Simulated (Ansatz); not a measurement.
# Na2Cl: the cost of one run

All numbers are computed with Ansatz 0.2.0, driven from Python. The levels of theory stand in the script.

## (1) The system

It takes space group R-3m (No. 166, trigonal). Conventional cell: a = 3.935 Å, b = 3.935 Å, c = 20.187 Å, α = 90.00°, β = 90.00°, γ = 120.00°. Na (site symmetry 3m) has 3 Cl at 2.84 Å as nearest neighbours. Around Cl (site symmetry -3m) lie 6 Na at 2.84 Å.

The script holds or builds the structure itself.

## (2) The code

xc_na2cl.py reads:

```python
"""One structure of Na2Cl under several functionals."""

import ansatz as az
import pandas as pd

SETTINGS = {
    "cutoff": 470,
    "occupations": "Marzari-Vanderbilt",
}


def main() -> None:
    cell = (
        az.Lattice.of((1.967387, 1.135872, 6.729078), (-1.967387, 1.135872, 6.729078), (0.0, -2.271743, 6.729078))
        .atom("Na", (0.751074, 0.751074, 0.751074))
        .atom("Na", (0.248926, 0.248926, 0.248926))
        .atom("Cl", (0.0, 0.0, 0.0))
    )

    base = (
        cell.calculation()
        .basis(SETTINGS["cutoff"])
        .kpoints(8, center="gamma")
        .occupations(SETTINGS["occupations"])
        .stress()
    )

    rows = []
    for value in ["pbesol", "blyp", "lda"]:
        r = base.functional(value).run(threads=1).report
        rows.append((value, r["free_energy_ev"] / len(r["lattice"]["sites"]), r["n_iterations"], sum(r["stress_gpa"][i][i] for i in range(3)) / 3, r["n_kpoints"]))

    table = pd.DataFrame(rows, columns=["functional", "F/atom (eV)", "iterations", "P (GPa)", "k-points"])
    print(table.round(5).to_string(index=False))


if __name__ == "__main__":
    main()
```

## (3) The run

Run with:

```
$ python xc_na2cl.py
```

What time and memory should one allow on 1 thread of Arm Neoverse V2, shared host?

About 13 s, with a peak of 0.5 GiB.
